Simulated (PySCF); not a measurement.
# ZrHOH: relaxation and vibrations of the singlet

Where does singlet ZrHOH go from a bent start, is the end point a minimum, and what are its modes, charges and moments?

The runs use PySCF 2.14.0; PBE0, basis Zr def2-TZVP with ECP28, H def2-TZVP, O def2-TZVP, scalar-relativistic core potentials, no spin–orbit coupling, density fitting.

## Step 1: The starting structure

4 atoms, charge 0, spin multiplicity 1.

Bond lengths: Zr1–H2 1.860 Å, Zr1–O3 2.170 Å, O3–H4 0.960 Å. Angles: H2–Zr1–O3 110.0°, Zr1–O3–H4 130.0°.

Coordinates in bohr (charge 0 multiplicity 1):
```
Zr    0.0000    0.0000    0.0000
H     2.8792    0.0000    2.0161
O    -3.3592    0.0000    2.3521
H    -4.3142    1.3897    3.0209
```

## Step 2: The SCF at the typed geometry

The steps below are one call of a driver around PySCF. For each, scf.py gives the equivalent set-up of the SCF; relaxations use the driver's own optimiser. After this first run the driver tries any further starts and a stability analysis.

File scf.py:

```python
from pyscf import gto, scf, dft
mol = gto.M(atom='''
Zr     0.000000     0.000000     0.000000
H      1.523600     0.000000     1.066900
O     -1.777600     0.000000     1.244700
H     -2.283000     0.735400     1.598600''',
    basis={'Zr': 'def2-TZVP', 'H': 'def2-TZVP', 'O': 'def2-TZVP'},
    ecp={'Zr': 'def2-TZVP'},
    charge=0, spin=0)
mf = dft.RKS(mol, xc='PBE0')
mf.grids.atom_grid = (50, 194)
aux = {'Zr': 'def2-universal-JKFIT', 'H': 'def2-universal-JKFIT', 'O': 'def2-universal-JKFIT'}
mf = mf.density_fit(auxbasis=aux)
mf.conv_tol = 1e-08
mf.diis_space = 10
mf.max_cycle = 60
mf.init_guess = 'minao'
mf.verbose = 4
mf.kernel()
```

Started as:

```sh
OMP_NUM_THREADS=2 python axn.py task.json out
```

After this run come: Relaxing the singlet from the bent start; Hessian and properties; A spin-polarised start; Frequencies.

Before running it: what results should come out? Wanted: minimum; geometry; wavenumbers; dipole moment; highest occupied, lowest empty level; polar-tensor charge of Zr1; zero-point energy; atomisation energy; ⟨S²⟩.

The runs gave:

```
                                          quantity                                                                  value
                                           minimum                                           broken-symmetry (Ms = 0), Cs
                                          geometry  O–H 0.956 Å, Zr–H 1.867 Å, Zr–O 1.903 Å; H–O–Zr 147.7°, H–Zr–O 123.1°
                                wavenumbers (cm⁻¹)                                         340, 399, 399, 713, 1619, 3946
                                     dipole moment                                                                 0.99 D
highest occupied, lowest empty level (either spin)                                                        -4.81, -1.69 eV
                        polar-tensor charge of Zr1                                                                +0.84 e
                                 zero-point energy                                                            44.4 kJ/mol
                               entropy at 298.15 K                                                        268.0 J/(mol K)
         atomisation energy (no zero-point energy)                                                            1232 kJ/mol
                                              ⟨S²⟩                                                                  0.902
```

**Reading.** The bent start (C1) ends in a minimum of Cs symmetry. The determinant is spin-contaminated (⟨S²⟩ = 0.90 against 0.00), so it is no pure spin state. In the infrared the band at 1619 cm⁻¹ leads. The first SCF alone would have been 81 kJ/mol too high. Other starts or spin states, not run here, may lie lower. The SCF density has lower symmetry than the nuclear frame.
